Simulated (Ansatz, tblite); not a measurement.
SiSO: GFN1-xTB, run from Python

These are simulated results from tblite 0.8.0, not measurements. The cell was built from a prototype and was relaxed with r2SCAN in plane waves (Ansatz 0.2.0). It may be hypothetical. It is a single sheet, repeated along a and b, with vacuum along c. All runs are without spin polarisation.

The sheet's in-plane cell has a = 2.990 Å, b = 2.990 Å (γ = 120.0°), and its outermost atoms lie 2.22 Å apart along the normal. Around Si lie 3 O at 1.93 Å and 3 S at 2.20 Å; around O lie 3 Si at 1.93 Å; around S lie 3 Si at 2.20 Å.

tblite solves periodic systems at the zone centre alone, so the script builds a cluster of 4×4×1 conventional cells (48 atoms), which folds in a coarse mesh of k points.

run.py reads:

```python
import json
from ase import Atoms
from ase.build import make_supercell
from ase.units import Bohr, GPa, Hartree
from tblite.interface import Calculator

atoms = Atoms(['Si', 'O', 'S'],
              cell=[[2.990293, -0.0, -0.0], [-1.495147, 2.58967, 0.0], [-0.0, 0.0, 28.405976]],
              scaled_positions=[[0.0, 0.0, 0.322733], [0.333333, 0.666667, 0.35292], [0.666667, 0.333333, 0.274851]],
              pbc=True)
cluster = make_supercell(atoms, [[4, 0, 0], [0, 4, 0], [0, 0, 1]])
calc = Calculator('GFN1-xTB', cluster.numbers, cluster.positions / Bohr, lattice=cluster.cell[:] / Bohr, periodic=cluster.pbc)
calc.set('temperature', 0.02 / Hartree)
calc.set('max-iter', 150)
res = calc.singlepoint()
levels = res.get('orbital-energies') * Hartree
nv = round(res.get('orbital-occupations').sum() / 2)
cells = len(cluster) // len(atoms)
out = {'energy_per_cell': res.get('energy') * Hartree / cells, 'homo': levels[nv - 1], 'lumo': levels[nv],
       'stress': (-res.get('virial') * Hartree / cluster.get_volume() / GPa).tolist(), 'charges': res.get('charges')[:len(atoms)].tolist(), 'electrons': 2 * nv / cells}
json.dump(out, open('results.json', 'w'))
for key, value in out.items():
    print(key, value)
```

Command: `python run.py`. It took 1.4 s on 1 thread of Arm Neoverse V1, with other jobs on the host, peak memory 0.11 GiB.

The log:

```
------------------------------------------------------------
  cycle        total energy    energy error   density error
------------------------------------------------------------
      1     -161.8435745974  -1.6209170E+02   8.3482727E-01
      2     -166.2481744508  -4.4045999E+00   4.0523856E-01
      3     -166.3362086801  -8.8034229E-02   2.2792606E-01
      4     -166.4629747821  -1.2676610E-01   8.3452831E-02
      5     -166.5562756753  -9.3300893E-02   3.1831556E-02
      6     -166.4957589294   6.0516746E-02   6.4540471E-02
      7     -166.5901947649  -9.4435835E-02   2.2523823E-03
      8     -166.5903067825  -1.1201766E-04   2.8079335E-04
      9     -166.5903069415  -1.5896435E-07   2.4494203E-04
     10     -166.5903082885  -1.3469476E-06   8.4220063E-07
     11     -166.5903082885  -2.1145752E-11   2.5231307E-07
------------------------------------------------------------

 total:                                   0.771 sec
energy_per_cell -283.32207417225504
homo -9.759185075775573
lumo -6.976058563932258
stress [[2.4607170332446913, -0.00012647947660181518, 2.6852290658317347e-05], [-0.0001264794766017546, 2.4605611097356257, -1.5779645190016904e-05], [2.685229065822942e-05, -1.57796451899571e-05, 1.1955247307452]]
charges [0.5880888678167089, -0.39751425204677737, -0.19057285476064634]
electrons 16.0
```

The cycle table is in hartree for the whole cluster, and the lines after it are in eV (the energy for one cell). The printed stress is in GPa and positive in compression, and the pressure is its mean diagonal, here averaged over the vacuum too.

GFN1-xTB gives a gap of 2.78 eV. On the same cell, plane-wave PBE (Ansatz, 12×12×1 k points and the special points) gives a gap of 1.35 eV and r2SCAN a gap of 1.85 eV; on shared hosts these took about 10 and 25 core-seconds on the 3-atom cell, against 1.4 for the script. Semilocal gaps usually lie below measured ones. xTB was fitted to molecules, so gaps, charges and pressures of solids can be far off, and the gap also depends on the size of the cluster.

xTB was fitted mostly to molecules, and a small cluster samples few k points, so gaps, pressures and kinks along a curve can be far from a solid's.
